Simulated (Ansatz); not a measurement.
# Ge2H3F3: one species, many methods

How much do the methods differ for Ge2H3F3? The plan is to run it at one geometry with functionals of several rungs and with coupled cluster. The yardstick is the atomisation energy at the CCSD(T) limit.

Program: Ansatz 0.2.0, Gaussian basis. Level of theory: functionals in def2-TZVPP, the program's frozen cores in correlated methods. These are calculated values, not measurements.

The runs, in order: LDA (SPW92), PBE-D4, revPBE-D4, BLYP-D4, r2SCAN-D4, B97M-V, PBE0-D4, B3LYP-D4, r2SCANh-D4, r2SCAN0-D4, HSE06-D4, BHLYP-D4, CAM-B3LYP-D4, LC-ωPBE, ωB97X-V, ωB97M-V, B2PLYP, PBE-QIDH; CCSD(T)/def2-SVP; CCSD(T)/def2-TZVPP; MP2/def2-QZVPP; extrapolation to the limit; RPA on PBE.

## 1. Structure used throughout

All runs share one geometry, relaxed beforehand with PBE0-D4 in a triple-zeta def2 set.

SMILES `[F][Ge]([F])([F])[GeH3]`, 8 atoms, charge 0, spin multiplicity 1.

Atoms are counted from 1 here; the program's logs count them from 0.

Bond lengths: F1–Ge2 1.720 Å, Ge2–F3 1.720 Å, Ge2–F4 1.720 Å, Ge2–Ge5 2.419 Å, Ge5–H6 1.529 Å, Ge5–H7 1.529 Å, Ge5–H8 1.529 Å. Angles: F1–Ge2–F3 104.8°, F1–Ge2–F4 104.8°, F1–Ge2–Ge5 113.9°, F3–Ge2–F4 104.8°, F3–Ge2–Ge5 113.8°, F4–Ge2–Ge5 113.9°, Ge2–Ge5–H6 107.1°, Ge2–Ge5–H7 107.1°, Ge2–Ge5–H8 107.1°, H6–Ge5–H7 111.8°, H6–Ge5–H8 111.8°, H7–Ge5–H8 111.8°.

Coordinates:

```
F     1.3964   -1.0347    1.6621
Ge    0.5796   -0.9561    0.1510
F    -0.4011   -2.3679    0.1092
F     1.8035   -1.2379   -1.0235
Ge   -0.6504    1.0990   -0.1911
H    -1.6881    1.1924    0.9279
H     0.3607    2.2438   -0.1236
H    -1.3085    1.0042   -1.5679
```

## 2. LDA

This LDA is Slater exchange with PW92 correlation.

File in.yaml:

```yaml
crystal:
  periodic: [false, false, false]
  atoms:
    - {symbol: F, position_ang: [1.396374, -1.034652, 1.662118]}
    - {symbol: Ge, position_ang: [0.579629, -0.956114, 0.150998]}
    - {symbol: F, position_ang: [-0.401068, -2.367925, 0.109184]}
    - {symbol: F, position_ang: [1.803506, -1.237907, -1.023505]}
    - {symbol: Ge, position_ang: [-0.650424, 1.098952, -0.191053]}
    - {symbol: H, position_ang: [-1.688112, 1.192426, 0.927916]}
    - {symbol: H, position_ang: [0.360698, 2.243797, -0.123602]}
    - {symbol: H, position_ang: [-1.308504, 1.004223, -1.567855]}
basis:
  gaussian: {orbitals: def2-TZVPP}
hamiltonian: {xc: lda}
output: {orbitals: {seedname: orbitals}}
```

Launch:

```bash
> ansatz run in.yaml --threads 4 --pin off --events-out ev --progress --plain --max-ram 10444MiB
```

Further steps of the session: PBE-D4 (GGA); revPBE-D4 (GGA); BLYP-D4 (GGA); r2SCAN-D4 (meta-GGA); B97M-V (meta-GGA); PBE0-D4 (hybrid); B3LYP-D4 (hybrid); r2SCANh-D4 (hybrid); r2SCAN0-D4 (hybrid); HSE06-D4 (hybrid); BHLYP-D4 (hybrid); CAM-B3LYP-D4 (range-separated); LC-ωPBE (range-separated); ωB97X-V (range-separated); ωB97M-V (range-separated); B2PLYP (double hybrid); PBE-QIDH (double hybrid); CCSD(T) in def2-SVP; CCSD(T) in def2-TZVPP; MP2 in def2-QZVPP; RPA on PBE orbitals.

**Question.** What will the summary of the whole plan be? Wanted: atomisation energy, CCSD(T)/CBS; farthest beyond LDA; mean size of error, GGA; mean size of error, meta-GGA; mean size of error, hybrid; mean size of error, range-separated; mean size of error, double hybrid; gap, smallest and largest; T1 diagnostic.

**Answer**, as computed:

| quantity | value |
| --- | --- |
| atomisation energy, CCSD(T)/CBS | 618.7 kcal/mol |
| functionals within 6.2 kcal/mol (1.0 %) | PBE-D4, r2SCAN-D4, B97M-V, CAM-B3LYP-D4, ωB97X-V |
| farthest beyond LDA | BHLYP-D4 (-35.3 kcal/mol) |
| mean size of error, GGA | 10.3 kcal/mol |
| mean size of error, meta-GGA | 1.8 kcal/mol |
| mean size of error, hybrid | 18.6 kcal/mol |
| mean size of error, range-separated | 5.8 kcal/mol |
| mean size of error, double hybrid | 13.1 kcal/mol |
| gap, smallest and largest | 6.27 eV (LDA (SPW92)), 13.58 eV (LC-ωPBE) |
| T1 diagnostic | 0.0127 |
| triples share of the correlation energy | 3.1 % |

The LDA atomisation energy is off by 94.9 kcal/mol (15 %): it overbinds. PBE-D4 is off by +0.2 kcal/mol. Double hybrids carry the basis error of their MP2 part in triple zeta, and no dispersion term here, so their miss is partly the set-up's. The rungs meta-GGA, range-separated miss on average by less than the doubt on the reference (6.2 kcal/mol), so they tie. Misses under about 6.2 kcal/mol are within the doubt on the reference itself, which lacks core-valence correlation, relativity and higher excitations, and its outer-core shells are covered unevenly. Hartree-Fock recovers 70 % of the binding; the rest is correlation. CCSD(T) in def2-SVP is off by -48.5 kcal/mol, more than most functionals: a good method in a small basis is no reference. The gap grows from 6.3 to 13.6 eV across the functionals, mostly with the share of exact exchange. Correlated methods include outer-core shells of Ge, which these sets cover unevenly.
